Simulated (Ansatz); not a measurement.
# Bi: strong compression

The task here is to estimate one member of a computed series from the others.

Program: Ansatz 0.2.0. Level of theory: DFT, PBEsol, PAW with Ansatz's default frozen-core files, scalar-relativistic. These are calculated values, not measurements.

1 further run of the same task is left out (it didn't finish).

## The structure to begin with

Symmetry: Pm-3m, No. 221, cubic system. The conventional cell has a = 3.257 Å, b = 3.257 Å, c = 3.257 Å, α = 90.00°, β = 90.00°, γ = 90.00°. Around Bi (site symmetry m-3m) lie 6 Bi at 3.26 Å.

As a file:

```xyz
1
Lattice="3.2573 0.0000 0.0000 0.0000 3.2573 0.0000 0.0000 0.0000 3.2573" Properties=species:S:1:pos:R:3 pbc="T T T"
Bi    0.0000    0.0000    0.0000
```

Whether this phase is the stable one at these pressures isn't tested.

Set-up of the first run:

The input, input.yaml:

```yaml
crystal:
  lattice:
    - [3.2573011399, 0.0, 0.0]
    - [0.0, 3.2573011399, 0.0]
    - [0.0, 0.0, 3.2573011399]
  atoms:
    - { symbol: Bi, position: [0.0, 0.0, 0.0] }
kpoints:
  mp_grid: { grid: [12, 12, 12] }
scf:
  occupations: { method: fermi_dirac, width: 0.05 }
hamiltonian:
  xc: pbesol
  pseudopotentials: { kind: paw }
output:
  forces: true
  stress: true
relax:
  f_tol: 0.005
  max_steps: 40
  cell: {}
```

Command:

```
ansatz run input.yaml --threads 1 --pin off --max-ram 2048MiB --backend cpu --events-out ev --progress --plain --runs-dir out
```

Steps of the session up to this table: Cell relaxed at zero pressure, PAW; Volume scaled by 1, PAW; Volume scaled by 0.9, PAW; Volume scaled by 0.8, PAW; Volume scaled by 0.7, PAW; Volume scaled by 0.6, PAW; Volume scaled by 0.5, PAW; Volume scaled by 0.4, PAW.

One table of the session follows, with a row left open; its other results are not shown here.

| method | volume over the first | volume (Å³/atom) | pressure (GPa) |
| --- | --- | --- | --- |
| PAW | 1 | 33.503 | -0.04 |
| PAW | 0.9 | 30.153 | 7.12 |
| PAW | 0.8 | ? | ? |
| PAW | 0.7 | 23.452 | 43.06 |
| PAW | 0.6 | 20.102 | 88.55 |
| PAW | 0.5 | 16.751 | 183.28 |
| PAW | 0.4 | 13.401 | 406.39 |

Estimate the missing values for PAW, 0.8.

As computed: volume (Å³/atom): 26.802; pressure (GPa): 19.74. In the column «volume (Å³/atom)» it lies between PAW, 0.7 (23.452) and PAW, 0.9 (30.153).
